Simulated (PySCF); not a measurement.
# RuS₂: one geometry, many levels of theory

Aim: at the PBE0 minimum of singlet RuS₂, found before, compare methods on energies and levels.

Method: several methods, basis Ru def2-SVP with ECP28, S def2-SVP, scalar-relativistic core potentials, no spin–orbit coupling, density fitting; program: PySCF 2.14.0.

**1. The system as given**

3 atoms, charge 0, spin multiplicity 1.

Bond lengths: Ru1–S2 2.034 Å, Ru1–S3 2.034 Å. Angles: S2–Ru1–S3 118.1°.

Z-matrix (Å, degrees; charge 0 multiplicity 1):
```
Ru
S  1 2.0343
S  1 2.0343 2 118.13
```

**2. PBE0**

The steps are one call of a driver around PySCF; scf.py gives each level's set-up. Each SCF starts from the density of the minimum. The driver also runs the species with one electron less or more at the same geometry (one less: multiplicity 2, one more: multiplicity 2); their logs are not shown.

The input, scf.py:

```python
from pyscf import gto, scf, dft
mol = gto.M(atom='''
Ru    -0.019285    -0.403054    -0.000000
S      0.030699     0.641609     1.744923
S      0.030699     0.641609    -1.744923''',
    basis={'Ru': 'def2-SVP', 'S': 'def2-SVP'},
    ecp={'Ru': 'def2-SVP'},
    charge=0, spin=0)
mf = dft.RKS(mol, xc='PBE0')
mf.grids.atom_grid = (99, 590)
aux = {'Ru': 'def2-universal-JKFIT', 'S': 'def2-universal-JKFIT'}
mf = mf.density_fit(auxbasis=aux)
mf.kernel()
```

**3. HF**

Edit scf.py of step 2 so:

```diff
@@ -9,2 +9 @@
-mf = dft.RKS(mol, xc='PBE0')
-mf.grids.atom_grid = (99, 590)
+mf = scf.RHF(mol)
```

**4. PBE**

Edit scf.py of step 3 so:

```diff
@@ -9 +9,2 @@
-mf = scf.RHF(mol)
+mf = dft.RKS(mol, xc='PBE')
+mf.grids.atom_grid = (99, 590)
```

**5. CCSD(T)**

Edit scf.py of step 4 so:

```diff
@@ -9,2 +9 @@
-mf = dft.RKS(mol, xc='PBE')
-mf.grids.atom_grid = (99, 590)
+mf = scf.RHF(mol)
@@ -13,0 +13,3 @@
+from pyscf import cc
+mycc = cc.CCSD(mf, frozen=10).run()
+mycc.ccsd_t()
```

**6. r2SCAN**

Edit scf.py of step 5 so:

```diff
@@ -9 +9,2 @@
-mf = scf.RHF(mol)
+mf = dft.RKS(mol, xc='R2SCAN')
+mf.grids.atom_grid = (99, 590)
@@ -13,3 +13,0 @@
-from pyscf import cc
-mycc = cc.CCSD(mf, frozen=10).run()
-mycc.ccsd_t()
```

**7. B3LYP**

Edit scf.py of step 6 so:

```diff
@@ -9 +9 @@
-mf = dft.RKS(mol, xc='R2SCAN')
+mf = dft.RKS(mol, xc='B3LYP')
```

**8. TPSSh**

Edit scf.py of step 7 so:

```diff
@@ -9 +9 @@
-mf = dft.RKS(mol, xc='B3LYP')
+mf = dft.RKS(mol, xc='TPSSH')
```

**9. TPSS**

Edit scf.py of step 8 so:

```diff
@@ -9 +9 @@
-mf = dft.RKS(mol, xc='TPSSH')
+mf = dft.RKS(mol, xc='TPSS')
```

(Steps that only read results are left out.)

Before running it: what results should come out? Wanted: atomisation energy, range; vertical ionisation energy, CCSD(T); vertical electron affinity, CCSD(T); orbital gap, range; T1, D1; T1, D1 of the cation; T1, D1 of the anion.

The runs gave:

| quantity | value |
| --- | --- |
| atomisation energy, range | -106 (HF) to 835 (PBE) kJ/mol |
| vertical ionisation energy, CCSD(T) | 7.88 eV |
| vertical electron affinity, CCSD(T) | 2.14 eV |
| orbital gap, range | -0.07 (PBE) to 8.43 (HF) eV |
| T1, D1 | 0.045, 0.147 |
| T1, D1 of the cation | 0.118, 0.587 |
| T1, D1 of the anion | 0.071, 0.356 |

What this shows: The atomisation energy spreads over 941 kJ/mol, from HF to PBE; without a CCSD(T) value for it there is no yardstick here. For the vertical ionisation energy, TPSS comes nearest to CCSD(T) (+0.18 eV) and HF is farthest (-0.85 eV). In so small a basis CCSD(T) is itself short of its limit. CCSD(T) took 1.8 min, about 5 times as long as TPSS (20 s), which misses it by 0.18 eV. Against CCSD(T), the vertical electron affinity is best met by PBE (+0.30 eV) and worst by HF (+1.22 eV). PBE's −ε(HOMO), 5.0 eV, falls 2.9 eV short of the ionisation energy, while its energy difference gives 8.1 eV. A negative gap means that an empty level lies below a filled one. T1 of the cation is large, so the CCSD(T) value that rests on it is in doubt and small misses rank nothing. T1 of the anion is large, so the CCSD(T) value that rests on it is in doubt and small misses rank nothing. Spin contamination is strong in at least one of the open-shell species at PBE0, HF, CCSD(T), r2SCAN. Without diffuse functions electron affinities tend to come out too low. The closed shell proved unstable towards spin polarisation, so a lower open-shell solution exists.
